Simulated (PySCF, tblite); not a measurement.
# C₇H₁₃NSi: geometry, infrared bands and NMR shifts

Aim: predict the infrared bands and NMR shifts of C₇H₁₃NSi (`CC#C[Si@@H](/C=C\C)NC`).

The runs use tblite 0.8.0 and PySCF 2.14.0, with density-fitted response routines of our own; the level of theory stands in each step. All values are computed, except where a source is named. Atoms are numbered from 0 throughout.

## 1. The starting structure

22 atoms, charge 0, multiplicity 1; geometry from: force field or distance geometry start.

Bonds of the start (Å): C0–C1 1.48, C1–C2 1.18, C2–Si3 1.89, Si3–C4 1.83, C4–C5 1.34, C5–C6 1.50, Si3–N7 1.71, N7–C8 1.45, C0–H9 1.08, C0–H10 1.10, C0–H11 1.09, Si3–H12 1.46, C4–H13 1.09, C5–H14 1.08, C6–H15 1.11, C6–H16 1.10, C6–H17 1.10, N7–H18 1.02, C8–H19 1.10, C8–H20 1.09, C8–H21 1.10.

## 2. Relaxing the molecule with GFN2-xTB

The job: settings as JSON, then the geometry in Å.

```
{"job": {"kind": "relax", "xc": "GFN2-xTB", "basis": "xTB"}, "charge": 0, "multiplicity": 1}
C      3.155000    -1.971500    -0.020700
C      2.054100    -1.039100    -0.349200
C      1.174200    -0.288600    -0.599000
Si    -0.231200     0.903800    -1.005400
C     -1.812600     0.029600    -1.317300
C     -2.483500    -0.889800    -0.611000
C     -2.107400    -1.492100     0.705100
N     -0.467900     1.936400     0.341200
C      0.522400     2.864700     0.840000
H      3.669900    -2.278200    -0.922800
H      2.757800    -2.869000     0.469300
H      3.867600    -1.502400     0.653600
H      0.115000     1.752300    -2.141300
H     -2.239100     0.353100    -2.269900
H     -3.420400    -1.249900    -1.020200
H     -2.910400    -1.312000     1.446100
H     -1.180600    -1.094800     1.132000
H     -1.992200    -2.583100     0.596100
H     -0.803100     1.358900     1.113200
H      0.837100     3.576300     0.069300
H      1.399200     2.358400     1.231200
H      0.085700     3.456400     1.658900
```

Launch:

```
$ OMP_NUM_THREADS=1 python probes_run.py task.json out
```

This one command runs all jobs of the session in turn.

**Question.** This job is followed by: GFN2-xTB harmonic vibrations, gas phase; GIAO PBE0/pcSseg-1 NMR shielding, non-relativistic, gas phase. Predict these results of the whole session: strongest single infrared mode (GFN2-xTB); zero-point energy (GFN2-xTB); 13C shifts against TMS (PBE0/pcSseg-1); 1H shifts against TMS (PBE0/pcSseg-1, means over atoms taken as alike); 29Si shifts against TMS (PBE0/pcSseg-1); 15N shifts against NH3 (PBE0/pcSseg-1).

As calculated:

| quantity | value |
| --- | --- |
| strongest single infrared mode (GFN2-xTB) | 2180 cm⁻¹, 381 km/mol |
| zero-point energy (GFN2-xTB) | 111.4 kcal/mol |
| 13C shifts against TMS (PBE0/pcSseg-1) | 154.9, 129.5, 110.2, 89.1, 31.8, 23.9, 5.9 ppm |
| 1H shifts against TMS (PBE0/pcSseg-1, means over atoms taken as alike) | 6.84, 5.85, 4.86, 2.81, 2.10, 2.07, -0.10 ppm |
| 29Si shifts against TMS (PBE0/pcSseg-1) | -56.0 ppm |
| 15N shifts against NH3 (PBE0/pcSseg-1) | 24.3 ppm |

What this shows: The optimisation took 94 steps and gained 0.260 eV; among the close pairs (by a distance rule), Si3–C4 changed most, from 1.834 to 1.882 Å. The lowest mode is imaginary (27i cm⁻¹), so the xTB geometry is not a minimum. The strongest single mode, at 2180 cm⁻¹, moves mainly H12. Unscaled tight-binding wavenumbers are off by several per cent, some by more. Its intensities can rank the bands wrongly.
